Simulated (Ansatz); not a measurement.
**C5H8O3Zr: taking an electron away**

One table from this session's results is given with a row withheld; the runs are named, their logs left out.

The runs use Ansatz 0.2.0, Gaussian basis; unrestricted cation, the program's frozen cores in correlated methods.

Plan: UKS PBE-D4/def2-TZVPP; UKS r2SCAN-D4/def2-TZVPP; UKS PBE0-D4/def2-TZVPP; UKS B3LYP-D4/def2-TZVPP; UKS wB97X-V/def2-TZVPP; UKS wB97M-V/def2-TZVPP; UKS B2PLYP/def2-TZVPP; UHF-CCSD(T)/def2-TZVPP; UHF-MP2/def2-QZVPP; extrapolation to the limit; then −ε(HOMO) from the neutral's earlier runs with LDA (SPW92), PBE-D4, revPBE-D4, BLYP-D4, r2SCAN-D4, B97M-V, PBE0-D4, B3LYP-D4, r2SCANh-D4, r2SCAN0-D4, HSE06-D4, BHLYP-D4, CAM-B3LYP-D4, LC-ωPBE, ωB97X-V, ωB97M-V.

## The geometry

The geometry comes from an earlier relaxation with PBE0-D4 in a triple-zeta def2 set; it is a stationary point, not always the lowest conformer. Zr takes the def2 core potential; no spin-orbit term is included.

SMILES `[OH][Zr]1234([OH])([OH])[C@H]5[C@@H]1[C@@H]2[C@@H]3[C@H]54`, 17 atoms, charge 0, spin multiplicity 1.

Atoms are counted from 1 here; the program's logs count them from 0.

Bond lengths: O1–Zr2 1.945 Å, O1–H10 0.952 Å, Zr2–O3 1.945 Å, Zr2–O4 1.943 Å, Zr2–C5 2.541 Å, Zr2–C6 2.535 Å, Zr2–C7 2.541 Å, Zr2–C8 2.536 Å, Zr2–C9 2.541 Å, O3–H11 0.952 Å, O4–H12 0.952 Å, C5–C6 1.413 Å, C5–C9 1.407 Å, C5–H13 1.080 Å, C6–C7 1.410 Å, C6–H14 1.080 Å, C7–C8 1.410 Å, C7–H15 1.080 Å and more. Angles: Zr2–O1–H10 149.8°, O1–Zr2–O3 105.7°, O1–Zr2–O4 105.5°, O1–Zr2–C5 86.8°, O1–Zr2–C6 93.3°, O1–Zr2–C7 124.6°, O1–Zr2–C8 140.2°, O1–Zr2–C9 112.4°, O3–Zr2–O4 105.5°, O3–Zr2–C5 113.1°, O3–Zr2–C6 140.4°, O3–Zr2–C7 123.7°, O3–Zr2–C8 92.7°, O3–Zr2–C9 87.0°, O4–Zr2–C5 134.5°, O4–Zr2–C6 102.3°, O4–Zr2–C7 85.5°, O4–Zr2–C8 103.0° and more.

The first run:

Contents of in.yaml:

```yaml
crystal:
  periodic: [false, false, false]
  atoms:
    - {symbol: O, position_ang: [1.741806, 1.022289, -1.558970]}
    - {symbol: Zr, position_ang: [0.683833, -0.375840, -0.717291]}
    - {symbol: O, position_ang: [1.969704, -1.619314, 0.046370]}
    - {symbol: O, position_ang: [-0.161556, -1.336996, -2.179651]}
    - {symbol: C, position_ang: [-0.088990, 1.398178, 0.929670]}
    - {symbol: C, position_ang: [-1.139703, 1.233095, -0.000650]}
    - {symbol: C, position_ang: [-1.674545, -0.059578, 0.173671]}
    - {symbol: C, position_ang: [-0.946997, -0.699482, 1.197335]}
    - {symbol: C, position_ang: [0.030181, 0.206297, 1.668188]}
    - {symbol: H, position_ang: [1.969040, 1.942893, -1.645606]}
    - {symbol: H, position_ang: [2.312382, -2.085726, 0.802500]}
    - {symbol: H, position_ang: [-0.930683, -1.674879, -2.627408]}
    - {symbol: H, position_ang: [0.529638, 2.276567, 1.038540]}
    - {symbol: H, position_ang: [-1.467319, 1.964597, -0.725093]}
    - {symbol: H, position_ang: [-2.482248, -0.493495, -0.396247]}
    - {symbol: H, position_ang: [-1.100659, -1.708543, 1.551440]}
    - {symbol: H, position_ang: [0.756117, 0.009938, 2.443212]}
basis:
  gaussian: {orbitals: def2-TZVPP}
total_charge: 1
magnetization: {spin_polarized: true, initial_magnetization: 1}
hamiltonian: {xc: pbe, dispersion: d4}
```

Command:

```
ansatz run in.yaml --threads 4 --pin off --events-out ev --progress --plain --max-ram 41984MiB --backend cuda --devices 0, --max-vram 37GiB
```

Steps of the session up to this table: Cation, UKS PBE-D4/def2-TZVPP; Cation, UKS r2SCAN-D4/def2-TZVPP; Cation, UKS PBE0-D4/def2-TZVPP; Cation, UKS B3LYP-D4/def2-TZVPP; Cation, UKS wB97X-V/def2-TZVPP; Cation, UKS wB97M-V/def2-TZVPP; Cation, UKS B2PLYP (frozen core)/def2-TZVPP; Cation, UHF-CCSD(T)/def2-TZVPP; Cation, UHF-MP2/def2-QZVPP.

One table of the session follows, with a row left open; its other results are not shown here.

Orbital estimates, from the neutral's runs:

| functional | −ε(HOMO) (eV) |
| --- | --- |
| LDA (SPW92) | 6.28 |
| PBE-D4 | 6.08 |
| revPBE-D4 | 6.01 |
| BLYP-D4 | 5.90 |
| r2SCAN-D4 | ? |
| B97M-V | 6.32 |
| PBE0-D4 | 7.20 |
| B3LYP-D4 | 6.96 |
| r2SCANh-D4 | 6.71 |
| r2SCAN0-D4 | 7.34 |
| HSE06-D4 | 6.80 |
| BHLYP-D4 | 8.09 |
| CAM-B3LYP-D4 | 8.42 |
| LC-ωPBE | 9.73 |
| ωB97X-V | 9.39 |
| ωB97M-V | 9.31 |

Estimate the missing values for r2SCAN-D4.

Worked estimate for «−ε(HOMO) (eV)». Against the share of exact exchange, r2SCANh-D4 (0.1, 6.71), r2SCAN0-D4 (0.25, 7.34) give a slope of 4.20 per unit share; at 0 the line stands at 6.29.

**Answer.** −ε(HOMO) (eV): 6.29. In «−ε(HOMO) (eV)» the line misses by 0.00.
